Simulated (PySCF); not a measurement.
**[PbI]+: forces at shaken geometries**

How stiff is [PbI]+? Its atoms are displaced at random by several amounts. It is a constructed species; whether it can be made isn't addressed.

The runs use PySCF 2.14.0; PBE, Pb def2-SVP with ECP60, I def2-SVP with ECP28; scalar-relativistic core potentials, no spin–orbit coupling.

1 further run of the same task is left out (for a known fault of the program).

## (1) The system as given

2 atoms, charge 1, spin multiplicity 1.

Bond lengths: Pb1–I2 2.723 Å.

As a file:

```xyz
2
charge 1, multiplicity 1
Pb    0.0000    0.0000   -1.0070
I     0.0000    0.0000    1.7162
```

Formal oxidation states: Pb +2. An earlier session relaxed this geometry at PBE, Pb def2-SVP with ECP60, I def2-SVP with ECP28 (singlet, point group C∞v).

Its energy there is -490.388866 Eh.

## (2) Atoms moved at random, σ = 0.03 Å

The input, run.py (the lines that set the calculation):

```python
mol = gto.M(atom='''
Pb    -0.01950    -0.02346    -0.98942
I      0.01950     0.02346     1.69863''',
    basis={'Pb': 'def2-SVP', 'I': 'def2-SVP'},
    ecp={'Pb': 'def2-SVP', 'I': 'def2-SVP'},
    charge=1, spin=0)
mf = dft.RKS(mol, xc='PBE')
mf.grids.atom_grid = (50, 194)
mf = mf.density_fit()  # fitting sets: Pb def2-universal-JKFIT, I def2-universal-JKFIT
mf.conv_tol = 1e-08; mf.max_cycle = 55
mf.kernel(dm0)  # dm0: the density of the relaxed state
```

Command:

```sh
$ OMP_NUM_THREADS=2 python run.py
```

## (3) Atoms moved at random, σ = 0.03 Å

Edit run.py (the lines that set the calculation) of step 2 so:

```diff
@@ -1,4 +1,4 @@
 mol = gto.M(atom='''
-Pb    -0.01950    -0.02346    -0.98942
-I      0.01950     0.02346     1.69863''',
+Pb    -0.02809    -0.00250    -1.00514
+I      0.02809     0.00250     1.71435''',
     basis={'Pb': 'def2-SVP', 'I': 'def2-SVP'},
```

## (4) Atoms moved at random, σ = 0.06 Å

Edit run.py (the lines that set the calculation) of step 3 so:

```diff
@@ -1,4 +1,4 @@
 mol = gto.M(atom='''
-Pb    -0.02809    -0.00250    -1.00514
-I      0.02809     0.00250     1.71435''',
+Pb    -0.03270    -0.00246    -1.03138
+I      0.03270     0.00246     1.74059''',
     basis={'Pb': 'def2-SVP', 'I': 'def2-SVP'},
```

Q: Predict the outcome of this session. Wanted: for each run, σ; energy rise; harmonic estimate −½ F·u; largest force component.

**Answer**, as computed:

| σ (Å) | energy rise (eV) | harmonic estimate −½ F·u (eV) | largest force component (eV/Å) |
| --- | --- | --- | --- |
| 0.03 | 0.006 | 0.007 | 0.41 |
| 0.03 | 0.000 | 0.000 | 0.03 |
| 0.06 | 0.013 | 0.013 | 0.50 |

Every displacement raises the energy. For a harmonic well the rise equals −½ F·u; the two differ by at most 3 % here (a move with σ = 0.06 Å), from anharmonicity, the grid and the small forces left at the relaxed point. The bases are small and lack diffuse functions. Spin–orbit coupling is left out.
